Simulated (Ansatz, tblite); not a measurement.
# Si9H16 off sphere (Si₈NH₁₆): a ladder of methods and basis sets

One table from this session's results is given with a row withheld; the runs are named, their logs left out.

Method: as each input shows; program: Ansatz 0.2.0, Gaussian basis.

The runs, in order: GFN1-xTB, GFN2-xTB, PBE-D4/def2-TZVP, r2SCAN-D4/def2-TZVP, r2SCANh-D4/def2-TZVP, BHLYP-D4/def2-TZVP, ωB97M-V/def2-TZVP, PBE-D4/def2-SVP, PBE0-D4/def2-SVP, HF/STO-3G, HF/6-31G, B3LYP-D4/6-31G, CCSD(T)/def2-SVP, MP2/def2-TZVP, RPA/def2-TZVP.

## The geometry

The geometry is that of the doublet, from an earlier relaxation (PBE-D4/def2-SVP).

25 atoms, charge 0, spin multiplicity 2.

Bond lengths: Si1–Si6 2.350 Å, Si1–Si7 2.353 Å, Si1–H10 1.507 Å, Si1–H11 1.508 Å, Si2–Si6 2.354 Å, Si2–Si8 2.359 Å, Si2–H12 1.510 Å, Si2–H13 1.510 Å, Si3–Si6 2.354 Å, Si3–N9 1.771 Å, Si3–H14 1.512 Å, Si3–H15 1.504 Å, Si4–Si7 2.365 Å, Si4–N9 1.770 Å, Si4–H16 1.513 Å, Si4–H17 1.506 Å, Si5–Si8 2.341 Å, Si5–H18 1.509 Å and more. Angles: Si6–Si1–Si7 104.0°, Si6–Si1–H10 113.5°, Si6–Si1–H11 109.4°, Si7–Si1–H10 111.7°, Si7–Si1–H11 109.2°, H10–Si1–H11 108.8°, Si6–Si2–Si8 114.5°, Si6–Si2–H12 110.3°, Si6–Si2–H13 109.1°, Si8–Si2–H12 109.2°, Si8–Si2–H13 105.9°, H12–Si2–H13 107.5°, Si6–Si3–N9 106.9°, Si6–Si3–H14 109.4°, Si6–Si3–H15 112.7°, N9–Si3–H14 112.8°, N9–Si3–H15 107.2°, H14–Si3–H15 107.9° and more.

PBE0-D4/def2-TZVP was run before; its log isn't repeated, and its numbers join the tables.

The first run:

Tight binding, by tblite at 300 K electronic temperature and without a spin-polarisation term:

```python
tblite.interface.Calculator('GFN1-xTB', numbers, positions, charge=0, uhf=1).singlepoint()
```

Tight binding, by tblite at 300 K electronic temperature and without a spin-polarisation term:

```python
tblite.interface.Calculator('GFN2-xTB', numbers, positions, charge=0, uhf=1).singlepoint()
```

start.molden holds the orbitals of an earlier run on this state, given as this run's starting guess.

in.yaml

```yaml
crystal:
  periodic: [false, false, false]
  atoms:
    - {symbol: Si, position_ang: [-0.011074, -2.924396, -0.109661]}
    - {symbol: Si, position_ang: [0.479371, 0.050244, -2.451876]}
    - {symbol: Si, position_ang: [-2.159768, 0.055212, 0.358109]}
    - {symbol: Si, position_ang: [0.329364, 0.028856, 2.368485]}
    - {symbol: Si, position_ang: [-0.098405, 3.410632, -0.665958]}
    - {symbol: Si, position_ang: [-1.125757, -1.241286, -1.312097]}
    - {symbol: Si, position_ang: [1.465926, -1.742363, 1.289981]}
    - {symbol: Si, position_ang: [1.475093, 1.746281, -1.149899]}
    - {symbol: N, position_ang: [-0.864824, 0.796843, 1.311119]}
    - {symbol: H, position_ang: [0.720574, -3.906785, -0.988115]}
    - {symbol: H, position_ang: [-1.005290, -3.676523, 0.738989]}
    - {symbol: H, position_ang: [1.559808, -0.839371, -3.019591]}
    - {symbol: H, position_ang: [-0.184112, 0.755115, -3.610679]}
    - {symbol: H, position_ang: [-3.067124, -0.826222, 1.187097]}
    - {symbol: H, position_ang: [-2.991722, 1.173115, -0.208055]}
    - {symbol: H, position_ang: [-0.295433, -0.543286, 3.622477]}
    - {symbol: H, position_ang: [1.293738, 1.103696, 2.796507]}
    - {symbol: H, position_ang: [-1.487309, 3.104396, -1.169478]}
    - {symbol: H, position_ang: [-0.183228, 3.797852, 0.793358]}
    - {symbol: H, position_ang: [-2.136896, -1.814972, -2.275357]}
    - {symbol: H, position_ang: [2.052427, -2.633361, 2.357562]}
    - {symbol: H, position_ang: [2.597170, -1.225092, 0.439299]}
    - {symbol: H, position_ang: [2.580608, 2.337398, -1.992457]}
    - {symbol: H, position_ang: [2.115087, 1.242324, 0.116031]}
    - {symbol: H, position_ang: [-1.058234, 1.771703, 1.574218]}
basis:
  gaussian: {orbitals: def2-TZVP, fitting: {mean_field: def2-universal-jkfit}, initial_orbitals: start.molden}
magnetization: {spin_polarized: true, initial_magnetization: 1}
hamiltonian: {xc: pbe, dispersion: d4}
scf: {omitted_lower_state_checks: [starts]}
output: {orbitals: {seedname: orbitals}}
```

Command:

```console
ansatz run in.yaml --threads 2 --pin off --events-out ev --progress --plain --max-ram 22528MiB --backend cuda --devices 0, --max-vram 18GiB
```

Steps of the session up to this table: PBE-D4/def2-TZVP; r2SCAN-D4/def2-TZVP; r2SCANh-D4/def2-TZVP; BHLYP-D4/def2-TZVP; ωB97M-V/def2-TZVP; PBE-D4/def2-SVP; PBE0-D4/def2-SVP; HF/STO-3G; HF/6-31G; B3LYP-D4/6-31G; CCSD(T)/def2-SVP; MP2/def2-TZVP; RPA/def2-TZVP.

One of the session's tables, all rows but one given; the rest of the session is left out.

```
              method  binding an atom (eV)
           HF/STO-3G                 3.306
            HF/6-31G                 1.936
         HF/def2-SVP                 2.299
        HF/def2-TZVP                 2.321
     PBE-D4/def2-SVP                 3.120
    PBE-D4/def2-TZVP                 3.125
 r2SCAN-D4/def2-TZVP                 3.141
r2SCANh-D4/def2-TZVP                 3.132
      B3LYP-D4/6-31G                 2.870
    PBE0-D4/def2-SVP                 3.106
   PBE0-D4/def2-TZVP                 3.117
  BHLYP-D4/def2-TZVP                 3.105
   ωB97M-V/def2-TZVP                 3.125
        MP2/def2-SVP                     ?
       MP2/def2-TZVP                 2.967
       CCSD/def2-SVP                 2.869
    CCSD(T)/def2-SVP                 2.900
```

Estimate the missing values for MP2/def2-SVP.

**Answer.** binding an atom (eV): 2.876. In the column «binding an atom (eV)» it lies between B3LYP-D4/6-31G (2.870) and CCSD(T)/def2-SVP (2.900).

Some runs used a GPU and others CPU threads alone, so the times don't compare the methods' cost.

To keep in mind: Free atoms were run apart at each level; binding is atoms less cluster, divided by the number of atoms, without zero-point or spin-orbit terms. The yardstick is in a double-zeta basis, so levels in larger sets aren't compared like for like. Over the named functionals in def2-TZVP spin contamination reaches 0.01 (r2SCAN-D4), which is small.
